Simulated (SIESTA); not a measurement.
# Lu3AlN under changes of volume

One of the cells (19.117 Å³/atom); the others are scaled copies at fixed shape and fractional positions:

```
CELL_PARAMETERS angstrom
4.57225 0.00000 0.00000
0.00000 4.57225 0.00000
0.00000 0.00000 4.57225
ATOMIC_POSITIONS crystal
Lu 0.00000 0.50000 0.50000
Lu 0.50000 0.00000 0.50000
Lu 0.50000 0.50000 0.00000
Al 0.00000 0.00000 0.00000
N 0.50000 0.50000 0.50000
```

The cell comes from a database or a generator and needn't be the stable form of this composition.

| Quantity | Value |
| --- | --- |
| Program | SIESTA 5.4.2 |
| Functional | PBEsol |
| Potentials or basis | PseudoDojo 0.4 standard (PBEsol files) |
| Basis | DZP (energy shift 0.003 Ry; two zetas on semicore shells) |
| Grid cutoff | 800 Ry |
| Energy shift | 0.003 Ry |
| k mesh | 6 × 6 × 6 |
| Occupations | fermi-dirac, width 0.05 eV |
| Spin | no spin polarisation |

```csv
volume (Å³/atom),energy over the lowest point (meV/atom),pressure (GPa)
18.337,13.75,5.3
18.727,4.10,2.8
19.117,0.00,0.5
19.897,?,?
20.287,18.29,-5.2
```

Q: What does the run at 19.897 Å³/atom give?

A: Energy over the lowest point 7.58 meV/atom; pressure -3.5 GPa.

Worked out: A Birch-Murnaghan fit of order 2 (a polynomial in V^(-2/3)) to the other rows has its minimum at 19.20 Å³/atom with B0 = V·E''(V) = 105 GPa. It gives 7.71 meV/atom at 19.897 Å³/atom, against the run's 7.58, and -dE/dV = -3.5 GPa, against -3.5.

Energies are extrapolated to zero smearing.

Caveats: the basis of atomic orbitals isn't converged, which shifts pressures, moduli and gaps.
